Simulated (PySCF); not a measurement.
# RuO₂: quintet, from a end-on start

Where does quintet RuO₂ go from a end-on start, is the end point a minimum, and what are its modes, charges and moments?

Program: PySCF 2.14.0. Level of theory: BHandHLYP, basis Ru def2-SVP with ECP28, O def2-SVP, scalar-relativistic core potentials, no spin–orbit coupling, density fitting. These are calculated values, not measurements.

**1. The system as given**

3 atoms, charge 0, spin multiplicity 5.

Bond lengths: Ru1–O2 1.936 Å, O2–O3 1.445 Å. Angles: Ru1–O2–O3 119.9°.

Coordinates in bohr (charge 0 multiplicity 5):
```
Ru    0.0000    0.0000    0.0000
O     0.0000    0.0000    3.6593
O     2.3674    0.0000    5.0199
```

**2. The SCF at the typed geometry**

One driver script runs all steps and calls PySCF; scf.py shows how it sets up the SCF of each step. The optimiser is the driver's own. The state is first sought with PBE0. After this first run the driver tries any further starts and a stability analysis.

scf.py

```python
from pyscf import gto, scf, dft
mol = gto.M(atom='''
Ru     0.000000     0.000000     0.000000
O      0.000000     0.000000     1.936400
O      1.252800     0.000000     2.656400''',
    basis={'Ru': 'def2-SVP', 'O': 'def2-SVP'},
    ecp={'Ru': 'def2-SVP'},
    charge=0, spin=4)
mf = dft.UKS(mol, xc='PBE0')
mf.grids.atom_grid = (50, 194)
aux = {'Ru': 'def2-universal-JKFIT', 'O': 'def2-universal-JKFIT'}
mf = mf.density_fit(auxbasis=aux)
mf.conv_tol = 1e-08
mf.diis_space = 10
mf.max_cycle = 60
mf.init_guess = 'minao'
mf.verbose = 4
mf.kernel()
```

Run with:

```console
$ OMP_NUM_THREADS=2 python axn.py task.json out
```

What it wrote:

```text
init E= -235.601670740445
[... the frontier-level lines of each cycle are left out ...]
cycle= 1 E= -243.946791134928  delta_E= -8.35  |g|= 1.11  |ddm|= 2.06
cycle= 2 E= -233.20395742353  delta_E= 10.7  |g|= 3.29  |ddm|= 4.98
cycle= 3 E= -244.216802665553  delta_E=  -11  |g|= 1.15  |ddm|= 4.73
cycle= 4 E= -244.354147630798  delta_E= -0.137  |g|= 0.919  |ddm|= 1.41
cycle= 5 E= -244.641623493392  delta_E= -0.287  |g|= 0.525  |ddm|= 0.439
cycle= 6 E= -244.750274027977  delta_E= -0.109  |g|= 0.321  |ddm|= 0.252
cycle= 7 E= -244.820393265937  delta_E= -0.0701  |g|= 0.0377  |ddm|= 0.426
cycle= 8 E= -244.823017144402  delta_E= -0.00262  |g|= 0.044  |ddm|= 0.148
cycle= 9 E= -244.824374821975  delta_E= -0.00136  |g|= 0.0163  |ddm|= 0.0477
cycle= 10 E= -244.825364986956  delta_E= -0.00099  |g|= 0.0102  |ddm|= 0.097
cycle= 11 E= -244.825535781551  delta_E= -0.000171  |g|= 0.00733  |ddm|= 0.0384
cycle= 12 E= -244.825597274528  delta_E= -6.15e-05  |g|= 0.00305  |ddm|= 0.0146
cycle= 13 E= -244.825637332051  delta_E= -4.01e-05  |g|= 0.00113  |ddm|= 0.0199
cycle= 14 E= -244.825651924503  delta_E= -1.46e-05  |g|= 0.00109  |ddm|= 0.0129
cycle= 15 E= -244.825660266315  delta_E= -8.34e-06  |g|= 0.000889  |ddm|= 0.00945
cycle= 16 E= -244.825666862278  delta_E= -6.6e-06  |g|= 0.000495  |ddm|= 0.00947
cycle= 17 E= -244.825671944168  delta_E= -5.08e-06  |g|= 0.000334  |ddm|= 0.0104
cycle= 18 E= -244.825673612281  delta_E= -1.67e-06  |g|= 0.000367  |ddm|= 0.00429
cycle= 19 E= -244.825675595645  delta_E= -1.98e-06  |g|= 0.000238  |ddm|= 0.00647
cycle= 20 E= -244.825676878819  delta_E= -1.28e-06  |g|= 0.000174  |ddm|= 0.00532
cycle= 21 E= -244.825677839613  delta_E= -9.61e-07  |g|= 0.000122  |ddm|= 0.00605
cycle= 22 E= -244.825678204999  delta_E= -3.65e-07  |g|= 7.88e-05  |ddm|= 0.00426
cycle= 23 E= -244.825678281249  delta_E= -7.63e-08  |g|= 2.29e-05  |ddm|= 0.00254
cycle= 24 E= -244.825678284589  delta_E= -3.34e-09  |g|= 2.08e-05  |ddm|= 0.000456
Extra cycle  E= -244.825678283843  delta_E= 7.47e-10  |g|= 4.96e-05  |ddm|= 8.1e-05
converged SCF energy = -244.825678283843  <S^2> = 6.0148602  2S+1 = 5.0059405
```

This step, with its further starts and checks, took 6.8 s on 2 threads of Arm Neoverse V2, shared host.

Energies from each starting density:

| start | energy (Eh) |
| --- | --- |
| the minimal-basis guess | -244.825678 |
| a thermally smeared density | -244.818386 |
| a smeared PBE density | -244.825678 |

No lower solution of this spin turned up from the other starts or in the test of internal stability.

**3. Relaxing the quintet from the end-on start**

The program finds Cs symmetry in the start, which this walk keeps. Threshold on the gradient: 0.0003 Eh/bohr, with a further test on the energy change.

Edit scf.py of step 2 so:

```diff
@@ -3,3 +3,3 @@
-Ru     0.000000     0.000000     0.000000
-O      0.000000     0.000000     1.936400
-O      1.252800     0.000000     2.656400''',
+Ru    -0.149659     0.000000    -0.548653
+O     -0.149659     0.000000     1.387747
+O      1.103141     0.000000     2.107747''',
@@ -9 +9 @@
-mf = dft.UKS(mol, xc='PBE0')
+mf = dft.UKS(mol, xc='BHANDHLYP')
@@ -16 +15,0 @@
-mf.init_guess = 'minao'
```

The optimiser's trace:

| step | energy (Eh) | change (kJ/mol) | largest symmetric gradient (Eh/bohr) |
| --- | --- | --- | --- |
| 0 | -244.800392 | 0.00 | 0.07728 |
| 1 | -244.818762 | -48.23 | 0.02820 |
| 2 | -244.820064 | -51.65 | 0.01372 |
| 3 | -244.820918 | -53.89 | 0.00917 |
| 4 | -244.821937 | -56.57 | 0.00579 |
| 5 | -244.822410 | -57.81 | 0.00494 |
| 6 | -244.822710 | -58.60 | 0.00452 |
| 7 | -244.822929 | -59.17 | 0.00771 |
| 8 | -244.823151 | -59.75 | 0.01068 |
| 9 | -244.823536 | -60.76 | 0.00633 |
| 10 | -244.823671 | -61.12 | 0.00866 |
| 11 | -244.823745 | -61.31 | 0.00408 |
| 12 | -244.823807 | -61.48 | 0.00008 |
| 13 | -244.823807 | -61.48 | 0.00004 |

The walk took 18 s.

Geometry (Å) and forces (eV/Å) at some steps:

```
step 0
Ru  -0.150   0.000  -0.549   0.333   0.000  -0.407
O   -0.150   0.000   1.388   3.638   0.000   3.212
O    1.103   0.000   2.108  -3.972   0.000  -2.805
step 1
Ru  -0.129   0.000  -0.531   0.192   0.000  -0.019
O   -0.089   0.000   1.448  -1.449   0.000  -0.292
O    1.022   0.000   2.030   1.258   0.000   0.311
step 7
Ru   0.065   0.000  -0.374   0.057   0.000  -0.389
O   -0.281   0.000   1.620   0.312   0.000   0.397
O    1.020   0.000   1.701  -0.369   0.000  -0.008
step 13
Ru   0.133   0.000  -0.379   0.002   0.000   0.000
O   -0.310   0.000   1.728   0.001   0.000  -0.001
O    0.981   0.000   1.598  -0.003   0.000   0.001
```

It settles in C2v symmetry, 61.5 kJ/mol below the start, after 13 steps: O–O 1.297 Å, Ru–O 2.153 Å (×2); O–O–Ru 72.5° (×2), O–Ru–O 35.1°.

**4. Hessian and properties**

The point is checked on the finer grid, and tightened if its gradient asks for it. The Hessian and the dipole derivatives come from central differences of analytic gradients, with steps of 0.02 bohr.

Edit scf.py of step 3 so:

```diff
@@ -3,3 +3,3 @@
-Ru    -0.149659     0.000000    -0.548653
-O     -0.149659     0.000000     1.387747
-O      1.103141     0.000000     2.107747''',
+Ru    -0.048465     0.000000    -0.488009
+O     -0.491125     0.000000     1.618671
+O      0.799901     0.000000     1.490456''',
@@ -10 +10 @@
-mf.grids.atom_grid = (50, 194)
+mf.grids.atom_grid = (75, 302)
@@ -13 +13 @@
-mf.conv_tol = 1e-08
+mf.conv_tol = 1e-10
```

This SCF starts from the last density.

Log of the central SCF (cycles and frontier levels):

```text
init E= -244.823811072117
[... the frontier-level lines of each cycle are left out ...]
cycle= 1 E= -244.823811072118  delta_E= -5.68e-13  |g|= 1.83e-06  |ddm|= 2.52e-06
Extra cycle  E= -244.823811072116  delta_E= 1.48e-12  |g|= 3.07e-06  |ddm|= 3.4e-06
converged SCF energy = -244.823811072116  <S^2> = 6.0614206  2S+1 = 5.0245082
```

The whole step took 14 s.

Geometry: C2v; O–O 1.297 Å, Ru–O 2.153 Å (×2); O–O–Ru 72.5° (×2), O–Ru–O 35.1°.

Harmonic modes (main isotopes):

| symmetry | ω (cm⁻¹) | IR (km/mol) | μ (u) |
| --- | --- | --- | --- |
| b2 | 158 | 2.4 | 16.38 |
| a1 | 392 | 29.1 | 20.02 |
| a1 | 1283 | 72.3 | 16.00 |

All wavenumbers are real: a minimum.

Properties at this point:

```
Dipole moment                                                   : 5.10 D
Highest occupied level                                          : -6.75 eV
Lowest empty level                                              : -2.24 eV
Rotational constants                                            : 1.252, 0.1643, 0.1453 cm⁻¹
Zero-point energy                                               : 11.0 kJ/mol
Principal polarisabilities                                      : 37.7, 38.3, 40.0 bohr³
Atomisation energy without zero-point energy                    : 468 kJ/mol
Principal traceless quadrupole moments about the centre of mass : -1.51, -0.51, 2.02 D Å
Entropy at 298.15 K and 1 bar (electronic part: spin only)      : 290.9 J/(mol K)
Heat capacity Cp at 298.15 K                                    : 48.1 J/(mol K)
Enthalpy at 298.15 K above 0 K                                  : 12.43 kJ/mol
Rotational symmetry number                                      : 2
Spin squared ⟨S²⟩                                               : 6.061
```

Populations by atom (charges in e):

| atom | Mulliken | Löwdin | polar tensor | spin (Mulliken) | Mayer order to Ru1 |
| --- | --- | --- | --- | --- | --- |
| Ru1 | 0.46 | 0.18 | 0.60 | 2.75 | – |
| O2,3 | -0.23 | -0.09 | -0.30 | 0.63 | 0.48 |

Outer orbital energies (eV). α occupied: -14.37, -10.73, -9.65, -9.47, -9.46, -8.43, -8.31, -7.12; empty: -2.24, 0.51, 0.76, 2.34. β occupied: -33.90, -22.06, -13.96, -13.64, -11.45, -7.82, -7.42, -6.75; empty: -1.67, -0.26, -0.18, -0.10.

Mulliken populations on Ru1 (outside its core potential): s 2.30, p 6.17, d 7.06, f 0.00.

**5. Results**

```
                                          quantity                                                            value
                                           minimum                                                     quintet, C2v
                                          geometry  O–O 1.297 Å, Ru–O 2.153 Å (×2); O–O–Ru 72.5° (×2), O–Ru–O 35.1°
                                wavenumbers (cm⁻¹)                                    158 (b2), 392 (a1), 1283 (a1)
                                     dipole moment                                                           5.10 D
highest occupied, lowest empty level (either spin)                                                  -6.75, -2.24 eV
                        polar-tensor charge of Ru1                                                          +0.60 e
                                 zero-point energy                                                      11.0 kJ/mol
                               entropy at 298.15 K                                                  290.9 J/(mol K)
         atomisation energy (no zero-point energy)                                                       468 kJ/mol
                                              ⟨S²⟩                                                            6.061
```

From Cs at the start the molecule goes to a C2v minimum. The strongest infrared band lies at 1283 cm⁻¹ (a1). With 5.1 D the molecule is strongly polar. Most of the spin sits on Ru1 (Mulliken spin 2.75, against 4 for the whole molecule). Only this shape and spin were tried, so other structures or states may lie lower. One determinant may miss the lowest occupation of an open d or f shell.

The search up to here took 39 s.
